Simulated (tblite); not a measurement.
# C3H8BBrO: the cost of one run

Programs: tblite 0.8.0 and PySCF 2.14.0, with density-fitted response routines of our own. Each step states its level of theory. These are calculated values for one molecule in the gas phase, unless marked as measured. Atoms count from 0, in the outputs and in this text.

## Step 1: The molecule as given

14 atoms, charge 0, multiplicity 1; geometry from: force field or distance geometry start.

Bonds of the start (Å): C0–B1 1.57, B1–O2 1.49, O2–C3 1.41, C3–C4 1.53, C4–Br5 1.94, C0–H6 1.11, C0–H7 1.11, C0–H8 1.11, B1–H9 1.18, C3–H10 1.11, C3–H11 1.12, C4–H12 1.12, C4–H13 1.11.

## Step 2: Optimising the geometry with GFN2-xTB

The job: settings as JSON, then the geometry in Å.

```
{"job": {"kind": "relax", "xc": "GFN2-xTB", "basis": "xTB"}, "charge": 0, "multiplicity": 1}
C     -2.385600     0.232100    -0.264000
B     -1.275800    -0.827600     0.074300
O     -0.039400    -0.425200     0.799900
C      0.940700    -0.086400    -0.160800
C      2.205300     0.330500     0.588200
Br     3.591400     0.793000    -0.690900
H     -2.083000     1.242300     0.088700
H     -3.337300    -0.048900     0.237500
H     -2.541300     0.262000    -1.360400
H     -1.436500    -1.968500    -0.197200
H      0.610500     0.754900    -0.798300
H      1.188100    -0.978400    -0.788200
H      1.989300     1.218400     1.228000
H      2.573000    -0.498600     1.221100
```

On the command line:

```console
OMP_NUM_THREADS=1 python probes_run.py task.json out
```

The driver reads the jobs from task.json and runs them one after another.

**Question.** How long does this first job take on 1 thread of Intel Xeon at 2.50GHz, shared host, and how much memory does it need?

About 1.5 s, with a peak of 0.18 GiB.
